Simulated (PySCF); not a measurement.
# C2H6OSi2: the cost of one run

Programs: PySCF 2.14.0, with density-fitted response routines of our own. Each step states its level of theory. These are calculated values for one molecule in the gas phase, unless marked as measured. Atoms count from 0, in the outputs and in this text.

**1. Starting geometry**

11 atoms, charge 0, multiplicity 1; geometry from: GFN2-xTB. The atoms were then displaced at random by about 0.01 Å, so the start is not that level's minimum.

Bonds of the start (Å): C0–C1 1.32, C1–Si2 1.88, Si2–O3 1.60, O3–Si4 1.67, Si4–C0 1.88, C0–H5 1.12, C1–H6 1.09, Si2–H7 1.47, Si2–H8 1.49, Si4–H9 1.44, Si4–H10 1.48.

**2. Relaxing the molecule at PBE0-D3(BJ)/def2-SVP**

Job settings and geometry (Å):

```
{"job": {"xc": "PBE0", "basis": "def2-SVP", "d3": "d3bj", "grid": 1, "shake": 0.01, "kind": "geom"}, "charge": 0, "multiplicity": 1}
C     -0.815770     0.957930     0.275990
C      0.419540     1.243210    -0.076480
Si     1.428440    -0.304320    -0.432260
O      0.290150    -1.389930    -0.134600
Si    -1.235110    -0.870560     0.302700
H     -1.548510     1.773540     0.500040
H      0.811140     2.258260    -0.142920
H      1.866680    -0.450980    -1.822590
H      2.512570    -0.545040     0.560810
H     -2.177970    -1.302660    -0.701100
H     -1.513050    -1.395290     1.654740
```

Run with:

```console
$ OMP_NUM_THREADS=1 python probes_run.py task.json out
```

The driver reads the jobs from task.json and runs them one after another.

Q: Estimate the wall time and peak memory of this first job on 1 thread of Arm Neoverse N1, shared host.

About 37 s, with a peak of 0.46 GiB.
